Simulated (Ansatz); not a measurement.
**C2H3ClSe: up Jacob's ladder to CCSD(T)**

An exercise on one series of results from a longer session: the logs are not shown, and one member is left open.

Computed with Ansatz 0.2.0, Gaussian basis. Level: functionals in def2-TZVPP, the program's frozen cores in correlated methods.

Plan: LDA (SPW92), PBE-D4, revPBE-D4, BLYP-D4, r2SCAN-D4, B97M-V, PBE0-D4, B3LYP-D4, r2SCANh-D4, r2SCAN0-D4, HSE06-D4, BHLYP-D4, CAM-B3LYP-D4, LC-ωPBE, ωB97X-V, ωB97M-V, B2PLYP, PBE-QIDH; CCSD(T)/def2-SVP; CCSD(T)/def2-TZVPP; MP2/def2-QZVPP; extrapolation to the limit; RPA on PBE.

### The relaxed structure

An earlier PBE0-D4 in a triple-zeta def2 set relaxation fixed the geometry.

SMILES `ClCC=[Se]`, 7 atoms, charge 0, spin multiplicity 1.

Atoms are counted from 1 here; the program's logs count them from 0.

Bond lengths: Cl1–C2 1.788 Å, C2–C3 1.481 Å, C2–H5 1.088 Å, C2–H6 1.094 Å, C3–Se4 1.747 Å, C3–H7 1.089 Å. Angles: Cl1–C2–C3 110.0°, Cl1–C2–H5 108.4°, Cl1–C2–H6 106.4°, C3–C2–H5 112.0°, C3–C2–H6 110.1°, H5–C2–H6 109.8°, C2–C3–Se4 124.4°, C2–C3–H7 115.2°, Se4–C3–H7 120.4°.

The first run:

File in.yaml:

```yaml
crystal:
  periodic: [false, false, false]
  atoms:
    - {symbol: Cl, position_ang: [-1.677193, 0.265391, 1.133019]}
    - {symbol: C, position_ang: [-0.239689, 0.574356, 0.115525]}
    - {symbol: C, position_ang: [0.471375, -0.695884, -0.157490]}
    - {symbol: Se, position_ang: [0.985355, -1.218698, -1.743462]}
    - {symbol: H, position_ang: [-0.565609, 1.063742, -0.799377]}
    - {symbol: H, position_ang: [0.403354, 1.249619, 0.687188]}
    - {symbol: H, position_ang: [0.683507, -1.306425, 0.718997]}
basis:
  gaussian: {orbitals: def2-TZVPP}
hamiltonian: {xc: lda}
output: {orbitals: {seedname: orbitals}}
```

Started as:

```
> ansatz run in.yaml --threads 2 --pin off --events-out ev --progress --plain --max-ram 4352MiB
```

Among the steps run: LDA; PBE-D4 (GGA); revPBE-D4 (GGA); BLYP-D4 (GGA); r2SCAN-D4 (meta-GGA); B97M-V (meta-GGA); PBE0-D4 (hybrid); B3LYP-D4 (hybrid); r2SCANh-D4 (hybrid); r2SCAN0-D4 (hybrid); HSE06-D4 (hybrid); BHLYP-D4 (hybrid); CAM-B3LYP-D4 (range-separated); LC-ωPBE (range-separated); ωB97X-V (range-separated); ωB97M-V (range-separated); B2PLYP (double hybrid); PBE-QIDH (double hybrid).

One of the session's tables, all rows but one given; the rest of the session is left out.

It belongs to the step «Orbital energies across the functionals». 

| functional | HOMO (eV) | LUMO (eV) | gap (eV) |
| --- | --- | --- | --- |
| LDA (SPW92) | -5.62 | -4.00 | 1.62 |
| PBE-D4 | -5.48 | -3.78 | 1.69 |
| revPBE-D4 | -5.42 | -3.71 | 1.72 |
| BLYP-D4 | -5.31 | -3.63 | 1.68 |
| r2SCAN-D4 | -5.72 | -3.74 | 1.98 |
| B97M-V | -5.82 | -3.59 | 2.23 |
| PBE0-D4 | -6.64 | -2.93 | 3.71 |
| B3LYP-D4 | -6.40 | -3.11 | 3.29 |
| r2SCANh-D4 | -6.15 | -3.41 | 2.74 |
| r2SCAN0-D4 | -6.80 | -2.91 | 3.89 |
| HSE06-D4 | -6.25 | -3.31 | 2.93 |
| BHLYP-D4 | -7.65 | -1.91 | 5.74 |
| CAM-B3LYP-D4 | -7.94 | -1.81 | 6.13 |
| LC-ωPBE | ? | ? | ? |
| ωB97X-V | -8.96 | -0.79 | 8.18 |
| ωB97M-V | -8.82 | -0.83 | 7.99 |

Estimate the missing values for LC-ωPBE.

As computed: HOMO (eV): -9.32; LUMO (eV): -0.75; gap (eV): 8.57. In the column «HOMO (eV)» it is the lowest.
